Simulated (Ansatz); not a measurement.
# AlClH7NSi2, SMILES [NH2][AlH][SiH2][SiH2]Cl: a ladder of methods at one geometry

Run with Ansatz 0.2.0 through its Python package.

`alclh7nsi2_methods.py`:
```python
from pathlib import Path

import ansatz as az
import numpy as np

geometry_ang = [
    ("N", [-1.9347, 1.2721, 1.1355]),
    ("Al", [-0.6277, 0.0862, 1.6639]),
    ("Si", [1.2469, -0.2161, 0.2944]),
    ("Si", [0.6952, -0.8883, -1.7164]),
    ("Cl", [-0.6073, 0.5551, -2.5871]),
    ("H", [-1.5187, 2.2601, 0.9998]),
    ("H", [-2.2787, 1.0129, 0.1827]),
    ("H", [-0.7464, -0.7215, 3.014]),
    ("H", [2.1636, -1.2131, 0.9522]),
    ("H", [2.0047, 1.0577, 0.2048]),
    ("H", [-0.1386, -2.1567, -1.5607]),
    ("H", [1.8188, -1.1036, -2.5491]),
]
geometry = az.Crystal.molecule()
for symbol, xyz in geometry_ang:
    geometry = geometry.atom(symbol, xyz)

calc = geometry.calculation().basis(gaussian="cc-pVDZ")

print("functional    E (Ha)        dipole (D)   HOMO (eV)  LUMO (eV)")
for name in ["r2scan0", "hf", "lc_wpbe", "cam_b3lyp", "revpbe", "r2scan"]:
    r = calc.functional(name).forces().orbitals().run(runs_dir="runs").report
    lines = Path(r["orbitals_path"]).read_text().splitlines()
    field_of = lambda key: [line.split("=")[1].strip() for line in lines if line.startswith(key)]
    orbitals = [(27.211386 * float(e), s, float(n)) for e, s, n in zip(field_of("Ene="), field_of("Spin="), field_of("Occup="))]
    homo = max(e for e, _, n in orbitals if n > 0.5)
    lumo = min(e for e, _, n in orbitals if n < 0.5)
    dipole = 4.803205 * np.linalg.norm(r["charge_distribution"]["dipole_moment_e_ang"])
    print(f"{name:10s} {r['free_energy_ev'] / 27.211386246:14.6f} {dipole:9.3f} {homo:11.3f} {lumo:10.3f}")
```

Running `python alclh7nsi2_methods.py` prints:
```text
functional    E (Ha)        dipole (D)   HOMO (eV)  LUMO (eV)
r2scan0      -1340.455012     1.419      -6.890     -1.775
hf           -1337.853072     1.786      -9.627      0.902
lc_wpbe      -1340.185367     1.535      -9.326      0.140
cam_b3lyp    -1340.605567     1.458      -7.967     -0.886
revpbe       -1340.336714     1.143      -5.344     -2.522
r2scan       -1340.473251     1.269      -5.685     -2.408
```

Caveats:
- These settings explore the input space; basis and method may be short of convergence.
- The geometry is a force-field or estimated start, not a minimum of this method, and the basis set is short of its limit. A lower total doesn't mark the better method: functionals have no common bound, and MP2 and coupled cluster aren't variational.
- Levels such as HOMO and LUMO are orbital energies: with these approximate functionals they aren't the ionisation energy and electron affinity, and their gap isn't the fundamental gap.
- For Al to Cl the sets with a tight d function, cc-pV(X+d)Z, are usual.
- It ran for 28 s on 1 thread of Intel(R) Xeon(R) 6975P-C (Granite Rapids) (shared host), peak memory 0.44 GiB.
